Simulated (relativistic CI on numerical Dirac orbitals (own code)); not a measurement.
# V X (V⁹⁺): levels and lines

The task is the spectrum of V⁹⁺: levels, purity of their labels, lifetimes and lines. Configurations built on the next ion are tied to the tabulated ionisation energy.

Method: Dirac-Coulomb-Breit CI, KLI orbitals optimised for each configuration, model QED (radiative potential, 1s self-energy scaled to tabulated hydrogen-like ionisation energies), valence Slater integrals scaled by 0.9, P86 correlation estimate, and configurations built on the next ion tied to the tabulated ionisation energy (semi-empirical). Code: relativistic CI on numerical Dirac orbitals (own code) version 3.

**1. Starting point**

```
ion                       : V⁹⁺ (V X)
nuclear charge            : 23
electrons                 : 14
isotope                   : A = 51
first configuration typed : [Ne] 3s2 3p2
```

Outer shells as boxes (Hund's rule):

first configuration typed
```
[Ne] core
3s [↑↓]
3p [↑ ][↑ ][  ]
```

**2. CI with the chosen configurations**

Input settings:

```ini
atom V  Z=23  charge=9  electrons=14
nucleus A=51  rms_radius_fm=3.6002
hamiltonian dirac-coulomb  breit=on  qed=on  c_scale=1
orbitals kli  potential=per-configuration
slater_scale 0.9
correlation anchor
mixing on
configurations
  [Ne] 3s2 3p2
  [Ne] 3s2 3p 3d
  [Ne] 3s2 3p 4s
  [Ne] 3s2 3p 4p
  [Ne] 3s2 3p 4d
  [Ne] 3s2 3p 5s
  [Ne] 3s2 3p 4f
  [Ne] 3s 3p3
  [Ne] 3p4
  [Ne] 3s2 3d2
  [Ne] 3s 3p2 3d
  [Ne] 3p2 3d2
  [Ne] 3p3 3d
  [Ne] 3s 3p 3d2
  [Ne] 3s2 3d 4s
  [Ne] 3s2 3d 4p
  [Ne] 3p3 4s
  [Ne] 3p3 4p
  [Ne] 3s 3p 3d 4s
  [Ne] 3s 3p2 4s
  [Ne] 3s 3p 3d 4p
  [Ne] 3s 3p2 4p
  [Ne] 3p2 3d 4s
  [Ne] 3s2 4s2
end
```

Launch:

```
> python run_levels.py task.json out
```

One command runs all members of the session, one after another, from task.json.

**Question.** What will these runs give? Wanted: lowest level; first excitation; lowest level of the other parity; fastest E1 line.

**Answer**, as computed:

| quantity | value |
| --- | --- |
| lowest level | 3p2 3P0 |
| first excitation | 3p2 3P1, 4192.6 cm⁻¹ |
| lowest level of the other parity | 3s 3p3 5S°2, 165449 cm⁻¹ |
| levels in the model | 723 |
| fastest E1 line (by rate) to the lowest level among the lowest 300 of 723 levels | 9.255 nm, from 3p 4d 3D°1 |

What this shows: The lowest level is 3p2 3P0, 95 % pure in LS and 76 % in jj coupling; over the low levels the means are 90 and 65 %, so LS coupling describes them better. Only configurations built on the next ion are tied to the tabulated ionisation energy; the others can be misplaced by 10,000 cm⁻¹ or more. Lifetimes count radiative decay inside the model alone.
